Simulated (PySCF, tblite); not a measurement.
# C4H3FNOS radical: geometry, infrared bands and EPR parameters

What infrared bands and EPR parameters should C4H3FNOS radical (`[CH]=C(C#N)[S@@](=O)CF`) show?

Computed with tblite 0.8.0 and PySCF 2.14.0, with density-fitted response routines of our own, on a single molecule in the gas phase. Atoms count from 0, in the outputs and in this text.

## 1. Starting geometry

11 atoms, charge 0, multiplicity 2; geometry from: force field or distance geometry start.

Bonds of the start (Å): C0–C1 1.34, C1–C2 1.46, C2–N3 1.15, C1–S4 1.77, S4–O5 1.54, S4–C6 1.78, C6–F7 1.39, C0–H8 1.08, C6–H9 1.12, C6–H10 1.11.

## 2. Geometry optimisation with GFN2-xTB

What the job is given:

```
{"job": {"kind": "relax", "xc": "GFN2-xTB", "basis": "xTB"}, "charge": 0, "multiplicity": 2}
C      1.560300     1.475900    -1.139300
C      0.987300     0.385700    -0.616000
C      1.721900    -0.342900     0.410300
N      2.302500    -0.906100     1.225800
S     -0.605500    -0.190300    -1.119700
O     -0.429200    -1.620100    -1.669200
C     -1.796300    -0.187200     0.208200
F     -1.978800     1.079200     0.752700
H      2.536300     1.767800    -0.772000
H     -1.514300    -0.930700     0.990700
H     -2.778800    -0.528500    -0.193200
```

Command:

```console
> OMP_NUM_THREADS=1 python probes_run.py task.json out
```

The driver reads the jobs from task.json and runs them one after another.

The log of the run:

```text
step      E/eV     max force
  0    -675.31759    5.028
  1    -675.82251    2.253
  2    -675.95384    1.260
  3    -675.98703    3.428
  4    -676.04827    1.184
  5    -676.08842    0.897
  6    -676.11177    0.409
  7    -676.14072    0.577
  8    -676.15642    0.556
  9    -676.17415    0.295
 10    -676.18495    0.379
 11    -676.19716    0.571
 12    -676.21025    0.586
 13    -676.22526    0.439
 14    -676.24439    0.443
 15    -676.26437    0.878
 16    -676.28429    0.912
 17    -676.30069    0.374
 18    -676.31241    0.356
 19    -676.34091    0.579
 20    -676.37415    1.483
 21    -676.41259    0.944
 22    -676.42229    1.966
 23    -676.51772    1.075
 24    -676.35321    6.346
 25    -676.59735    0.605
 26    -676.63373    0.422
 27    -676.66964    0.765
 28    -676.68104    0.432
 29    -676.69111    0.448
 30    -676.73879    1.093
 31    -676.77690    1.188
 32    -676.83487    0.910
 33    -676.85265    0.685
 34    -676.85644    0.894
 35    -676.87083    0.394
 36    -676.88051    0.298
 37    -676.89749    0.492
 38    -676.90279    0.250
 39    -676.90523    0.107
 40    -676.90678    0.123
 41    -676.90893    0.150
 42    -676.91077    0.140
 43    -676.91230    0.135
 44    -676.91334    0.132
 45    -676.91445    0.105
 46    -676.91571    0.088
 47    -676.91675    0.098
 48    -676.91731    0.084
 49    -676.91758    0.061
 50    -676.91783    0.058
 51    -676.91819    0.082
 52    -676.91866    0.099
 53    -676.91913    0.082
 54    -676.91946    0.057
 55    -676.91966    0.049
 56    -676.91977    0.045
 57    -676.91986    0.042
 58    -676.91999    0.034
 59    -676.92014    0.033
 60    -676.92026    0.026
 61    -676.92033    0.024
 62    -676.92038    0.020
 63    -676.92043    0.019
 64    -676.92051    0.025
 65    -676.92059    0.029
 66    -676.92067    0.028
 67    -676.92075    0.030
 68    -676.92086    0.034
 69    -676.92103    0.037
 70    -676.92122    0.040
 71    -676.92136    0.039
 72    -676.92146    0.037
 73    -676.92156    0.039
 74    -676.92176    0.050
 75    -676.92215    0.065
 76    -676.92284    0.081
 77    -676.92362    0.095
 78    -676.92431    0.074
 79    -676.92485    0.074
 80    -676.92550    0.075
 81    -676.92630    0.118
 82    -676.92719    0.080
 83    -676.92784    0.212
 84    -676.92830    0.119
 85    -676.92847    0.040
 86    -676.92867    0.066
 87    -676.92889    0.086
 88    -676.92904    0.022
 89    -676.92912    0.025
 90    -676.92916    0.015
 91    -676.92918    0.016
 92    -676.92920    0.013
 93    -676.92922    0.025
 94    -676.92929    0.035
 95    -676.92936    0.037
 96    -676.92942    0.017
 97    -676.92947    0.033
 98    -676.92952    0.040
 99    -676.92962    0.061
100    -676.92985    0.074
101    -676.93042    0.107
102    -676.93136    0.216
103    -676.93257    0.282
104    -676.93218    0.405
105    -676.93528    0.131
106    -676.93664    0.472
107    -676.93834    0.185
108    -676.93989    0.132
109    -676.94058    0.271
110    -676.94130    0.281
111    -676.94241    0.142
112    -676.94319    0.170
113    -676.94384    0.118
114    -676.94446    0.057
115    -676.94501    0.126
116    -676.94523    0.123
117    -676.94485    0.232
118    -676.94551    0.072
119    -676.94559    0.029
120    -676.94574    0.058
121    -676.94620    0.156
122    -676.94695    0.248
123    -676.94512    0.404
124    -676.94858    0.257
125    -676.95044    0.203
126    -676.95213    0.232
127    -676.95392    0.182
128    -676.95633    0.172
129    -676.95548    0.438
130    -676.95971    0.075
131    -676.96157    0.183
132    -676.96000    0.398
133    -676.96451    0.290
134    -676.96624    0.227
135    -676.96759    0.384
136    -676.97130    0.193
137    -676.97362    0.271
138    -676.97763    0.343
139    -676.98108    0.139
140    -676.98434    0.220
141    -676.98260    0.552
142    -676.98739    0.208
143    -676.98861    0.150
144    -676.99036    0.183
145    -676.99161    0.185
146    -676.99293    0.181
147    -676.99368    0.185
148    -676.99465    0.104
149    -676.99543    0.091
150    -676.99718    0.140
151    -676.98613    0.691
152    -676.99835    0.072
153    -676.99888    0.056
154    -676.99944    0.099
155    -676.99973    0.049
156    -676.99992    0.044
157    -677.00037    0.061
158    -677.00063    0.083
159    -677.00125    0.087
160    -677.00229    0.120
161    -677.00496    0.185
162    -677.00910    0.260
163    -677.01270    0.196
164    -677.01527    0.284
165    -677.01221    0.798
166    -677.01704    0.280
167    -677.02075    0.119
168    -677.02220    0.175
169    -677.02308    0.173
170    -677.02380    0.167
171    -677.02472    0.112
172    -677.02508    0.088
173    -677.02549    0.062
174    -677.02592    0.101
175    -677.02611    0.084
176    -677.02635    0.070
177    -677.02675    0.072
178    -677.02695    0.074
179    -677.02739    0.068
180    -677.02779    0.060
181    -677.02808    0.038
182    -677.02813    0.048
183    -677.02823    0.033
184    -677.02827    0.026
185    -677.02830    0.019
186    -677.02832    0.013
187    -677.02833    0.015
188    -677.02836    0.015
189    -677.02841    0.018
190    -677.02851    0.020
191    -677.02864    0.031
192    -677.02875    0.028
193    -677.02881    0.023
194    -677.02885    0.022
195    -677.02887    0.021
196    -677.02889    0.021
197    -677.02892    0.022
198    -677.02897    0.023
199    -677.02902    0.024
200    -677.02909    0.027
201    -677.02917    0.031
202    -677.02928    0.036
203    -677.02938    0.042
204    -677.02950    0.050
205    -677.02969    0.057
206    -677.02993    0.057
207    -677.03017    0.037
208    -677.03035    0.030
209    -677.03044    0.019
210    -677.03048    0.010
211    -677.03050    0.007
```

Run time: 1.9 s. Hardware: 1 thread of Arm Neoverse N1, shared host.

The steps of the relaxation: (not every step is listed)

```
step  energy from step 0 (eV)  largest force (eV/Å)
   0                   0.0000                5.0283
   1                  -0.5049                2.2535
   2                  -0.6363                1.2604
   3                  -0.6694                3.4276
   4                  -0.7307                1.1838
   5                  -0.7708                0.8975
   6                  -0.7942                0.4095
   7                  -0.8231                0.5770
   8                  -0.8388                0.5559
  27                  -1.3520                0.7650
  46                  -1.5981                0.0884
  65                  -1.6030                0.0289
  84                  -1.6107                0.1189
 103                  -1.6150                0.2817
 122                  -1.6294                0.2485
 141                  -1.6650                0.5524
 160                  -1.6847                0.1203
 179                  -1.7098                0.0683
 198                  -1.7114                0.0231
 206                  -1.7123                0.0575
 207                  -1.7126                0.0373
 208                  -1.7128                0.0300
 209                  -1.7129                0.0192
 210                  -1.7129                0.0099
 211                  -1.7129                0.0071
```

Distances of close pairs at the start and the end, largest changes first:

```
  bond  before (Å)  after (Å)  change (Å)
 C1–S4       1.767      4.096      +2.329
 C0–C1       1.338      1.204      -0.134
 C1–C2       1.457      1.363      -0.095
 S4–C6       1.784      1.858      +0.074
 S4–O5       1.542      1.473      -0.068
 C6–F7       1.391      1.357      -0.034
 C0–H8       1.083      1.050      -0.033
C6–H10       1.115      1.093      -0.021
```

The end geometry stands in the next job.

## 3. Infrared spectrum with GFN2-xTB

What the job is given:

```
{"job": {"kind": "ir", "xc": "GFN2-xTB", "basis": "xTB"}, "charge": 0, "multiplicity": 2}
C      2.907512     1.112120    -1.435348
C      2.266923     0.637372    -0.533246
C      1.535037     0.106169     0.486104
N      0.924854    -0.336786     1.353366
S     -1.825404     0.644858    -0.698966
O     -0.576107     0.322521    -1.410638
C     -2.075102    -0.802796     0.438365
F     -3.245989    -0.655647     1.108004
H      3.458965     1.525208    -2.227474
H     -1.246792    -0.831153     1.154500
H     -2.118475    -1.719194    -0.156514
```

The log of the run:

```text
mode    cm-1     km/mol
  1      21.3      2.70
  2      37.0      0.83
  3      48.0      5.11
  4      58.7      1.72
  5      83.9     11.17
  6     105.9     15.63
  7     202.1      2.38
  8     207.8     15.58
  9     213.1     18.09
 10     353.9      2.01
 11     467.8      3.26
 12     473.6      1.61
 13     669.7     29.55
 14     674.3     25.45
 15     691.0     24.33
 16     789.0      0.32
 17     922.5      0.17
 18    1072.3     83.63
 19    1101.9    206.75
 20    1132.2     16.83
 21    1199.0     11.33
 22    1385.7      6.25
 23    2214.0      5.04
 24    2366.9    156.98
 25    2926.4     12.79
 26    2954.5      5.84
 27    3389.4     14.71
```

It took 0.46 s on 1 thread of Arm Neoverse N1, shared host.

Which atoms move in the most intense modes:

```
cm⁻¹  km/mol                               atoms
 213    18.1  O5 26 %, F7 23 %, S4 23 %, C6 10 %
 670    29.6                    H8 77 %, C0 11 %
 674    25.4                    H8 77 %, C0 11 %
 691    24.3                    C6 58 %, S4 31 %
1072    83.6                    C6 49 %, F7 40 %
1102   206.8                    O5 65 %, S4 31 %
1132    16.8                   H9 48 %, H10 41 %
2367   157.0                    C2 57 %, N3 31 %
```

The optimised geometry no longer has the bonds of the starting formula, so what follows describes that rearranged structure.

## 4. EPR parameters: B3LYP/pcH-1

Settings changed since step 3:

```diff
@@ -1,2 +1,2 @@
-{"job": {"kind": "ir", "xc": "GFN2-xTB", "basis": "xTB"}, "charge": 0, "multiplicity": 2}
+{"job": {"kind": "epr", "basis": "pcH-1"}, "charge": 0, "multiplicity": 2}
 C      2.907512     1.112120    -1.435348
```

With the program's defaults for keys left out, this is: UKS B3LYP, pcH-1 on C F H N O S, non-relativistic, mean-field spin-orbit, GIAO.

The log of the run:

```text
UKS, coarse grid
  cycle   1  E = -781.89973518  |g| = 7.39e-01
  cycle   2  E = -780.91881843  |g| = 1.70e+00
  cycle   3  E = -782.08398320  |g| = 2.01e-01
  cycle   4  E = -782.09359205  |g| = 1.47e-01
  cycle   5  E = -782.09927721  |g| = 6.43e-02
  cycle   6  E = -782.10090610  |g| = 2.40e-02
  cycle   7  E = -782.10112611  |g| = 8.68e-03
  cycle   8  E = -782.10115314  |g| = 4.76e-03
  cycle   9  E = -782.10116261  |g| = 2.76e-03
  cycle  10  E = -782.10116693  |g| = 7.58e-04
UKS, final grid
  cycle   1  E = -782.10110144  |g| = 1.39e-03
  cycle   2  E = -782.10109698  |g| = 3.23e-03
  cycle   3  E = -782.10110237  |g| = 4.11e-04
  cycle   4  E = -782.10110245  |g| = 6.28e-05
  cycle   5  E = -782.10110245  |g| = 3.59e-05
  cycle   6  E = -782.10110245  |g| = 1.97e-05
E = -782.10110245 Eh   <S^2> = 0.7538 (exact 0.7500)
g shifts (ppm)      1          2          3
  rmc          -286       -286       -286
  gc            -16         48         57
  oz_so          31       7796      19448
  total        -271       7558      19220
hyperfine (MHz)  atom isotope    a_iso     a_fc   dipolar eigenvalues
    0   13C       0.22       0.22     -0.47     -0.31      0.78
    1   13C       0.62       0.62     -0.52     -0.43      0.95
    2   13C       0.00       0.00     -0.65     -0.41      1.06
    3   14N       0.29       0.29     -0.20     -0.15      0.34
    4   33S      13.34      13.82    -57.77    -52.06    109.83
    5   17O     -34.77     -33.13   -153.31     75.41     77.89
    6   13C     -16.22     -16.36     -1.32     -0.00      1.33
    7   19F      -5.51      -5.54     -6.30      0.70      5.60
    8    1H      -0.18      -0.19     -0.73     -0.63      1.37
    9    1H      38.89      38.89     -3.27     -2.44      5.71
   10    1H      35.38      35.38     -3.26     -2.55      5.81
```

Run time: 97 s. Hardware: 1 thread of Arm Neoverse N1, shared host; peak memory 0.9 GiB.

Principal g values 2.00205, 2.00988, 2.02154; g(iso) = 2.01116, against 2.00232 for a free electron.

Hyperfine couplings, nucleus by nucleus at this fixed geometry (no averaging over rotations):

```
nuclei  isotope  a(iso) (MHz)  a(iso) (G, at g = 2.0023)  largest dipolar term (MHz)
    H9       1H          38.9                       13.9                         5.7
   H10       1H          35.4                       12.6                         5.8
    O5      17O         -34.8                      -12.4                      -153.3
    C6      13C         -16.2                       -5.8                         1.3
    S4      33S          13.3                        4.8                       109.8
    F7      19F          -5.5                       -2.0                        -6.3
    C1      13C           0.6                        0.2                         1.0
    N3      14N           0.3                        0.1                         0.3
    C0      13C           0.2                        0.1                         0.8
    H8       1H          -0.2                       -0.1                         1.4
    C2      13C           0.0                        0.0                         1.1
```

Mulliken spin populations:

```
atom  value (e)
  C0       0.00
  C1       0.00
  C2       0.00
  N3       0.00
  S4       0.55
  O5       0.44
  C6      -0.02
  F7       0.00
  H8       0.00
  H9       0.01
 H10       0.02
```

Orbitals, density, ELF and potential are computed afterwards from the orbital file.

ELF in a plane through or near 8 of the atoms.

Ten even steps from '0' (0.00) to '9' (1.00):
```
0000000000000000000000000000
0000000000000000000000000000
0000000000000000000000000000
0000000000000000243000000000
0000000000003531476300000000
0000010000016873687200000000
0000786221017866675100000000
0003999654007737563100000000
0005999767206886476314300000
0003998378501552372347510000
0000465271662000374268620000
0000146864876510899436410000
0000135776825861699313100000
0000013555627686189200000000
0000001211578298015100000000
0000000000456898200000000000
0000000000125776100000000000
0000000000002332000000000000
0000000000000000000000000000
0000000000000000000000000000
```
The map spans 13.6 Å across and 8.8 Å up, centred on the molecule. Atoms in the plane (x, y in Å): C0 (-3.4, 0.2), C1 (-2.3, -0.4), C2 (-1.2, -1.2), N3 (-0.2, -1.8), O5 (0.0, 1.4), C6 (2.3, 0.1), H8 (-4.2, 0.8), H9 (1.8, -0.9).

log10 of the density (e/Å³) in the same plane.

Values, 10 rows by 14 columns:
```
-4.0 -4.0 -4.0 -4.0 -4.0 -4.0 -4.0 -4.0 -4.0 -4.0 -4.0 -4.0 -4.0 -4.0
-4.0 -4.0 -4.0 -4.0 -4.0 -4.0 -3.8 -3.0 -2.6 -2.9 -4.0 -4.0 -4.0 -4.0
-4.0 -4.0 -3.5 -3.0 -3.1 -3.1 -1.5 -1.1 -1.1 -1.6 -2.7 -4.0 -4.0 -4.0
-4.0 -3.5 -1.9 -1.4 -1.7 -2.0 -0.3  0.6 -0.2 -0.8 -2.0 -3.0 -4.0 -4.0
-4.0 -2.9 -0.9  0.1 -0.4 -1.2 -0.5  0.4 -0.3 -0.2 -0.7 -1.3 -3.5 -4.0
-4.0 -3.1 -1.4  0.0  0.4  0.0 -0.8 -1.3 -0.6  1.0  0.2 -0.7 -3.0 -4.0
-4.0 -3.7 -2.2 -1.1 -0.2  0.2  0.3 -0.5 -0.6 -0.2 -1.1 -1.6 -3.8 -4.0
-4.0 -4.0 -3.1 -2.1 -1.5 -0.6  0.3  0.3 -1.3 -1.7 -2.6 -3.6 -4.0 -4.0
-4.0 -4.0 -4.0 -3.7 -2.9 -1.9 -1.1 -1.0 -2.1 -3.4 -4.0 -4.0 -4.0 -4.0
-4.0 -4.0 -4.0 -4.0 -4.0 -3.3 -2.6 -2.6 -3.6 -4.0 -4.0 -4.0 -4.0 -4.0
```
The map spans 13.6 Å across and 8.8 Å up, centred on the molecule. Atoms in the plane (x, y in Å): C0 (-3.4, 0.2), C1 (-2.3, -0.4), C2 (-1.2, -1.2), N3 (-0.2, -1.8), O5 (0.0, 1.4), C6 (2.3, 0.1), H8 (-4.2, 0.8), H9 (1.8, -0.9).

On the surface of density 0.002 e/bohr³ the electrostatic potential runs, from the 1st to the 99th percentile, from -1.20 V near O5 to 2.06 V near H8.

The spin density lies nearest to S4 50 %; O5 42 %.

## 5. Results

```
                                 quantity                  value
strongest single infrared mode (GFN2-xTB)  1102 cm⁻¹, 207 km/mol
             zero-point energy (GFN2-xTB)          36.8 kcal/mol
                           g(iso) (B3LYP)                2.01116
                                     ⟨S²⟩     0.754 (exact 0.75)
                           largest a(iso)     1H on H9, 38.9 MHz
    surface potential, 1st and 99th percentile     -1.20 V and 2.06 V
```

In words: The optimisation took 211 steps and gained 1.713 eV; among the close pairs (by a distance rule), C1–S4 changed most, from 1.767 to 4.096 Å. All 27 modes are real, so the xTB geometry is a minimum. The strongest single mode, at 1102 cm⁻¹, moves mainly O5. Unscaled tight-binding wavenumbers are off by several per cent, some by more. Its intensities can rank the bands wrongly. The structure rearranged or came apart on optimisation; the results belong to the end geometry, not to the formula as drawn. The largest spin populations lie on S4 (0.55 e), O5 (0.44 e). The isotropic g lies 8.8 ppt above the free-electron value.
